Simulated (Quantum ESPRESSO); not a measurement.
Hf2F: zone-centre phonons under several settings

```
CELL_PARAMETERS angstrom
3.59857 0.00000 0.00000
-1.79929 3.11646 0.00000
0.00000 0.00000 5.01510
ATOMIC_POSITIONS crystal
Hf 0.00000 0.00000 0.13565
Hf 0.66667 0.33333 0.51179
F 0.00000 0.00000 0.63341
```

The cell was built by a generator and needn't be a form met in nature.

All runs used Quantum ESPRESSO 7.5; potentials GBRV 1.5 PBE; k mesh 4 × 4 × 4, shifted; relaxed cell; no spin polarisation; cutoff 612 eV; occupations fermi-dirac, width 0.05 eV.

| level | volume (Å³/atom) | pressure (GPa) | lowest optical mode without the field (cm⁻¹) | highest optical mode without the field (cm⁻¹) |
| --- | --- | --- | --- | --- |
| PBE | 18.43 | 0.7 | 79 | 294 |
| PBE+D2 | ? | 0.3 | ? | ? |

Task: What stands in the row left open?

Result: Volume 17.38 Å³/atom; lowest optical mode without the field 66 cm⁻¹; highest optical mode without the field 417 cm⁻¹.

Caveats: all runs use coarse meshes; the mesh is thin for the phonons of a metal; an odd number of electrons without spin polarisation forces a metal; a magnetic or distorted state may lie lower; pairwise dispersion overbinds metals, which lowers pressure and volume (some runs).

For the row left open. Caveat: the k mesh is coarse (spacing up to 0.50 Å⁻¹), so the values aren't converged; the mesh is thin for the phonons of a metal; an odd number of electrons without spin polarisation forces a metal; a magnetic or distorted state may lie lower; pairwise dispersion overbinds metals, which lowers pressure and volume.
